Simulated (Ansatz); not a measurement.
# C₂H₄OSTe: how energies converge with the basis set

An exercise on one series of results from a longer session: the logs are not shown, and one member is left open.

Method: one geometry, several basis sets; program: Ansatz 0.2.0, Gaussian basis.

Levels to be run: PBE0-D4/def2-SVP; ωB97M-V/def2-SVP; PBE0-D4/def2-QZVPP; ωB97M-V/def2-QZVPP; the functionals' def2-TZVPP values are taken from earlier runs.

## Structure used throughout

The geometry comes from an earlier relaxation with PBE0-D4 in a triple-zeta def2 set; it is a stationary point, not always the lowest conformer. Te takes the def2 core potential; no spin-orbit term is included.

SMILES `O=C[Te]CS`, 9 atoms, charge 0, spin multiplicity 1.

Atoms are counted from 1 here; the program's logs count them from 0.

Bond lengths: O1–C2 1.192 Å, C2–Te3 2.138 Å, C2–H6 1.106 Å, Te3–C4 2.133 Å, C4–S5 1.802 Å, C4–H7 1.088 Å, C4–H8 1.091 Å, S5–H9 1.347 Å. Angles: O1–C2–Te3 124.3°, O1–C2–H6 123.0°, Te3–C2–H6 112.7°, C2–Te3–C4 91.7°, Te3–C4–S5 109.6°, Te3–C4–H7 107.7°, Te3–C4–H8 103.9°, S5–C4–H7 112.1°, S5–C4–H8 112.0°, H7–C4–H8 111.1°, C4–S5–H9 96.8°.

The first run:

in.yaml

```yaml
crystal:
  periodic: [false, false, false]
  atoms:
    - {symbol: O, position_ang: [0.619199, 1.942191, 0.702771]}
    - {symbol: C, position_ang: [0.175168, 1.306918, 1.608184]}
    - {symbol: Te, position_ang: [-0.347587, -0.762120, 1.484707]}
    - {symbol: C, position_ang: [0.169932, -0.835654, -0.583240]}
    - {symbol: S, position_ang: [-1.330498, -0.863693, -1.580505]}
    - {symbol: H, position_ang: [-0.005396, 1.734100, 2.612636]}
    - {symbol: H, position_ang: [0.782118, -1.721089, -0.739744]}
    - {symbol: H, position_ang: [0.749484, 0.075338, -0.740738]}
    - {symbol: H, position_ang: [-0.723921, -0.922291, -2.781270]}
basis:
  gaussian: {orbitals: def2-SVP}
hamiltonian: {xc: pbe0, dispersion: d4}
output: {orbitals: {seedname: orbitals}}
```

Command:

```
> ansatz run in.yaml --threads 4 --pin off --events-out ev --progress --plain --max-ram 10444MiB
```

Among the steps run: PBE0-D4 in def2-SVP; ωB97M-V in def2-SVP; PBE0-D4 in def2-QZVPP; ωB97M-V in def2-QZVPP.

One of the session's tables, all rows but one given; the rest of the session is left out.

It belongs to the step «Functionals by basis». 

| functional | basis | HOMO (eV) |
| --- | --- | --- |
| PBE0-D4 | def2-SVP | -6.66 |
| PBE0-D4 | def2-TZVPP | -6.77 |
| PBE0-D4 | def2-QZVPP | -6.80 |
| ωB97M-V | def2-SVP | -8.65 |
| ωB97M-V | def2-TZVPP | -8.80 |
| ωB97M-V | def2-QZVPP | ? |

Q: Estimate the row for ωB97M-V, def2-QZVPP from the others.

The run gave: HOMO (eV): -8.83. In the column «HOMO (eV)» it is the lowest.
